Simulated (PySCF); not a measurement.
# A diatomic session: GaBr

An exercise on one series of results from a longer session: the logs are not shown, and one member is left open.

Program: PySCF 2.14.0. Level of theory: Ga def2-TZVPPD, Br def2-TZVPPD, no relativity. These are calculated values, not measurements.

Set-up of the first run:

Settings of the job:

```
atoms                         : Ga, Br
charge                        : 0
basis                         : Ga def2-TZVPPD, Br def2-TZVPPD
Hamiltonian                   : no relativity
basis functions               : 111
electrons treated             : 66
masses in u                   : 68.9256, 78.9183
levels                        : PBE0, PBE, r²SCAN, B3LYP, M06-L, M06-2X, r²SCANh, PW91, LC-ωPBE, HF, MP2, SCS-MP2, CCSD, CCSD(T)
grid                          : 80 radial by 434 angular points
occupations                   : held fixed by the projection of orbital angular momentum
dissociation limit            : Ga + Br, each in its ground configuration
starting distance in angstrom : 2.320
values of 2S to try           : 0, 2
```

Started as:

```bash
$ OMP_NUM_THREADS=2 python dia.py task.json out
```

Steps of the session up to this table: Set-up; PBE0 along the bond; Higher solutions at PBE0; PBE; r²SCAN (meta-GGA); B3LYP; M06-L (meta-GGA); M06-2X (hybrid meta-GGA); r²SCANh (hybrid meta-GGA); PW91 (GGA); LC-ωPBE (range-separated hybrid); RHF (mean field); MP2 and coupled cluster.

One of the session's tables, all rows but one given; the rest of the session is left out.

Energy (eV) from each level's lowest point:

| R (Å) | RHF | RHF-MP2 | RHF-SCS-MP2 | RHF-CCSD | RHF-CCSD(T) |
| --- | --- | --- | --- | --- | --- |
| 2.047 | 0.930 | 0.760 | 0.811 | n/a | n/a |
| 2.142 | 0.426 | 0.315 | 0.348 | 0.347 | 0.346 |
| 2.237 | 0.146 | 0.083 | 0.102 | 0.100 | 0.100 |
| 2.309 | ? | ? | ? | ? | ? |
| 2.380 | 0.000 | 0.000 | 0.000 | 0.000 | 0.000 |
| 2.451 | 0.010 | 0.038 | 0.030 | 0.031 | 0.031 |
| 2.547 | 0.079 | 0.143 | 0.124 | 0.127 | 0.128 |
| 2.666 | 0.226 | 0.331 | 0.301 | 0.306 | 0.308 |
| 2.808 | 0.454 | 0.605 | 0.563 | 0.570 | 0.573 |
| 2.999 | 0.796 | 1.001 | 0.945 | n/a | n/a |

Q: Estimate the row for R (Å) = 2.309 from the others.

Worked estimate for «RHF». A straight line through the neighbours (2.237, 0.146) and (2.380, 0.000) gives 0.146 + (0.000 − 0.146) × (2.309 − 2.237) / (2.380 − 2.237) = 0.072; a parabola fitted to 4 rows on both sides gives 0.036.

The run gave: RHF: 0.040; RHF-MP2: 0.010; RHF-SCS-MP2: 0.019; RHF-CCSD: 0.018; RHF-CCSD(T): 0.018. In «RHF» the line misses by +0.032 and the parabola by -0.004.
